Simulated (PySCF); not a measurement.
# [La(OH)2]+: other functionals and bases at one geometry

Aim: see how levels, charges and forces of [La(OH)2]+ depend on the level of theory. It is a constructed species; whether it can be made isn't addressed.

Computed with PySCF 2.14.0. Level: several levels, as the steps say, no spin–orbit coupling.

1 further run of the same task is left out (for a known fault of the program).

## 1. Where the work starts

5 atoms, charge 1, spin multiplicity 1.

Bond lengths: La1–O2 2.088 Å, La1–O4 2.088 Å, O2–H3 0.963 Å, O4–H5 0.963 Å. Angles: O2–La1–O4 109.5°, La1–O2–H3 165.8°, La1–O4–H5 165.8°.

As a file:

```tsv
atom	x (Å)	y (Å)	z (Å)
La1	0.00000	0.00000	-0.67911
O2	1.70474	-0.03537	0.52641
H3	2.33048	-0.04703	1.25849
O4	-1.70474	0.03537	0.52641
H5	-2.33048	0.04703	1.25849
```

Formal oxidation states: La +3. An earlier session relaxed this geometry at PBE0, La def2-SVP with ECP46, O def2-SVP, H def2-SVP (singlet, point group C2v).

At PBE0 on the finer grid: E = -182.851088 Eh, HOMO -13.16 eV, LUMO -6.45 eV, Mulliken charge on La1 +1.41 e, largest force component 0.017 eV/Å. 

Levels to run: B3LYP; CAM-B3LYP; PBE0, TZVP. Hardware: 2 threads of Intel Xeon at 2.50GHz (Skylake/Cascade Lake), shared host.

## 2. B3LYP

Input file run.py (the lines that set the calculation):

```python
mol = gto.M(atom='''
La     0.00000     0.00000    -0.67911
O      1.70474    -0.03537     0.52641
H      2.33048    -0.04703     1.25849
O     -1.70474     0.03537     0.52641
H     -2.33048     0.04703     1.25849''',
    basis={'La': 'def2-SVP', 'O': 'def2-SVP', 'H': 'def2-SVP'},
    ecp={'La': 'def2-SVP'},
    charge=1, spin=0)
mf = dft.RKS(mol, xc='B3LYP')
mf.grids.atom_grid = (75, 302)  # f atoms: unpruned, at least (60, 302)
mf = mf.density_fit()  # fitting sets: La def2-universal-JKFIT, O def2-universal-JKFIT, H def2-universal-JKFIT
mf.conv_tol = 1e-08; mf.max_cycle = 55
mf.kernel(dm0)  # dm0: the density of the relaxed state
```

The run is started by

```bash
> OMP_NUM_THREADS=2 python run.py
```

What it wrote:

```text
init E= -183.025613609419
  HOMO = -0.472892152321441  LUMO = -0.249100855801977  gap/eV = 6.08967
cycle= 1 E= -183.026200396776  delta_E= -0.000587  |g|= 0.0335  |ddm|= 0.146
  HOMO = -0.465897474737063  LUMO = -0.249720577103641  gap/eV = 5.88247
cycle= 2 E= -183.025526653668  delta_E= 0.000674  |g|= 0.0668  |ddm|= 0.0596
  HOMO = -0.47258534562828  LUMO = -0.249114709442434  gap/eV = 6.08095
cycle= 3 E= -183.026398730294  delta_E= -0.000872  |g|= 0.00483  |ddm|= 0.0454
  HOMO = -0.4722064550502  LUMO = -0.249552270847509  gap/eV = 6.05873
cycle= 4 E= -183.026406029605  delta_E= -7.3e-06  |g|= 0.000172  |ddm|= 0.00643
  HOMO = -0.472203892644035  LUMO = -0.249559267454913  gap/eV = 6.05847
cycle= 5 E= -183.026406037609  delta_E= -8e-09  |g|= 6.41e-05  |ddm|= 0.000241
  HOMO = -0.472218272156778  LUMO = -0.249550357452552  gap/eV = 6.05910
Extra cycle  E= -183.026406035167  delta_E= 2.44e-09  |g|= 0.000126  |ddm|= 0.000165
converged SCF energy = -183.026406035167
```

Wall time 17 s (2 threads of Intel Xeon at 2.50GHz (Skylake/Cascade Lake), shared host).

Result: E = -183.026406 Eh, HOMO -12.85 eV, LUMO -6.79 eV, Mulliken charge on La1 +1.38 e, largest force component 0.423 eV/Å. 

## 3. CAM-B3LYP

Edit run.py (the lines that set the calculation) of step 2 so:

```diff
@@ -9,3 +9,3 @@
     charge=1, spin=0)
-mf = dft.RKS(mol, xc='B3LYP')
+mf = dft.RKS(mol, xc='CAMB3LYP')
 mf.grids.atom_grid = (75, 302)  # f atoms: unpruned, at least (60, 302)
```

The run is started by

```bash
> OMP_NUM_THREADS=2 python run.py
```

What it wrote:

```text
init E= -182.927992728831
  HOMO = -0.537685650112135  LUMO = -0.207701192816476  gap/eV = 8.97933
cycle= 1 E= -182.9286191663  delta_E= -0.000626  |g|= 0.0498  |ddm|= 0.0997
  HOMO = -0.524431912112235  LUMO = -0.211557188645145  gap/eV = 8.51375
cycle= 2 E= -182.927918028627  delta_E= 0.000701  |g|= 0.0787  |ddm|= 0.0867
  HOMO = -0.534234443561419  LUMO = -0.210431440138638  gap/eV = 8.81113
cycle= 3 E= -182.929108931965  delta_E= -0.00119  |g|= 0.00119  |ddm|= 0.0494
  HOMO = -0.534132426728154  LUMO = -0.210466053080555  gap/eV = 8.80741
cycle= 4 E= -182.929109585461  delta_E= -6.53e-07  |g|= 0.000475  |ddm|= 0.00237
  HOMO = -0.5341909246241  LUMO = -0.210519523529832  gap/eV = 8.80755
cycle= 5 E= -182.929109662782  delta_E= -7.73e-08  |g|= 6.66e-05  |ddm|= 0.000807
  HOMO = -0.534188249524236  LUMO = -0.210525702547667  gap/eV = 8.80731
cycle= 6 E= -182.929109665578  delta_E= -2.8e-09  |g|= 1.05e-05  |ddm|= 0.000164
  HOMO = -0.534186779869891  LUMO = -0.210525029442739  gap/eV = 8.80728
Extra cycle  E= -182.929109665686  delta_E= -1.08e-10  |g|= 3.34e-06  |ddm|= 2.6e-05
converged SCF energy = -182.929109665686
```

It took 19 s on 2 threads of Intel Xeon at 2.50GHz (Skylake/Cascade Lake), shared host.

Result: E = -182.929110 Eh, HOMO -14.54 eV, LUMO -5.73 eV, Mulliken charge on La1 +1.41 e, largest force component 0.200 eV/Å. 

## 4. PBE0, TZVP

Basis: La def2-TZVP with ECP46, O def2-TZVP, H def2-TZVP. 

Input file run.py (the lines that set the calculation):

```python
mol = gto.M(atom='''
La     0.00000     0.00000    -0.67911
O      1.70474    -0.03537     0.52641
H      2.33048    -0.04703     1.25849
O     -1.70474     0.03537     0.52641
H     -2.33048     0.04703     1.25849''',
    basis={'La': 'def2-TZVP', 'O': 'def2-TZVP', 'H': 'def2-TZVP'},
    ecp={'La': 'def2-TZVP'},
    charge=1, spin=0)
mf = dft.RKS(mol, xc='PBE0')
mf.grids.atom_grid = (75, 302)  # f atoms: unpruned, at least (60, 302)
mf = mf.density_fit()  # fitting sets: La def2-universal-JKFIT, O def2-universal-JKFIT, H def2-universal-JKFIT
mf.conv_tol = 1e-08; mf.max_cycle = 55
mf.kernel(dm0)  # dm0: free metal ions and neutral atoms
```

The run is started by

```bash
> OMP_NUM_THREADS=2 python run.py
```

What it wrote:

```text
init E= -182.680751262559
  HOMO = -0.672757028771266  LUMO = -0.277753434700657  gap/eV = 10.74860
cycle= 1 E= -182.657882859289  delta_E= 0.0229  |g|=  1.4  |ddm|= 1.63
  HOMO = -0.256406234824783  LUMO = -0.242555289697954  gap/eV = 0.37690
cycle= 2 E= -177.036937418366  delta_E= 5.62  |g|= 4.59  |ddm|= 4.05
  HOMO = -0.489062143323682  LUMO = -0.203259604386402  gap/eV = 7.77708
cycle= 3 E= -182.999588244141  delta_E= -5.96  |g|= 0.32  |ddm|= 3.86
  HOMO = -0.487864660536506  LUMO = -0.255678945780573  gap/eV = 6.31810
cycle= 4 E= -183.032414114531  delta_E= -0.0328  |g|= 0.105  |ddm|= 0.491
  HOMO = -0.484505607079557  LUMO = -0.238946446300033  gap/eV = 6.68201
cycle= 5 E= -183.035262328643  delta_E= -0.00285  |g|= 0.0183  |ddm|= 0.114
  HOMO = -0.487776708749865  LUMO = -0.238383489099524  gap/eV = 6.78634
cycle= 6 E= -183.03533046638  delta_E= -6.81e-05  |g|= 0.00569  |ddm|= 0.0134
  HOMO = -0.48806667891788  LUMO = -0.238248583329871  gap/eV = 6.79790
cycle= 7 E= -183.035337014259  delta_E= -6.55e-06  |g|= 0.00109  |ddm|= 0.0035
  HOMO = -0.488173745016532  LUMO = -0.238255933425739  gap/eV = 6.80061
cycle= 8 E= -183.035337276074  delta_E= -2.62e-07  |g|= 0.000168  |ddm|= 0.000664
  HOMO = -0.488180520524732  LUMO = -0.238250334673237  gap/eV = 6.80095
cycle= 9 E= -183.035337282358  delta_E= -6.28e-09  |g|= 2e-05  |ddm|= 0.000116
  HOMO = -0.48818543885078  LUMO = -0.238250417461033  gap/eV = 6.80108
Extra cycle  E= -183.035337282192  delta_E= 1.66e-10  |g|= 3.68e-05  |ddm|= 2.63e-05
converged SCF energy = -183.035337282192
```

It took 43 s on 2 threads of Intel Xeon at 2.50GHz (Skylake/Cascade Lake), shared host.

Result: E = -183.035337 Eh, HOMO -13.28 eV, LUMO -6.48 eV, Mulliken charge on La1 +1.65 e, largest force component 0.280 eV/Å. 

## 5. Results

| level | state | HOMO (eV) | gap (eV) | charge on La1 (e) | dipole (D) | largest force (eV/Å) | basis functions | time |
| --- | --- | --- | --- | --- | --- | --- | --- | --- |
| PBE0 (relaxed here) | singlet | -13.16 | 6.71 | 1.41 | 2.83 | 0.02 | 70 | 43 s |
| B3LYP | singlet | -12.85 | 6.06 | 1.38 | 2.77 | 0.42 | 70 | 17 s |
| CAM-B3LYP | singlet | -14.54 | 8.81 | 1.41 | 2.99 | 0.20 | 70 | 19 s |
| PBE0, TZVP | singlet | -13.28 | 6.80 | 1.65 | 3.13 | 0.28 | 114 | 43 s |

Times are on 2 threads of Intel Xeon at 2.50GHz (Skylake/Cascade Lake), shared host; the first row also made further properties. The dipole of a charged species depends on the origin, so these sizes hold for this origin alone.

In one basis the HOMO–LUMO gap runs from 6.06 eV (B3LYP) to 8.81 eV (CAM-B3LYP). The largest leftover force, 0.42 eV/Å with B3LYP, stands at a geometry relaxed at another level. The Mulliken charge on La spans +1.38 to +1.65 e over the levels. Total energies of different levels can't be compared. Spin–orbit coupling is left out throughout.
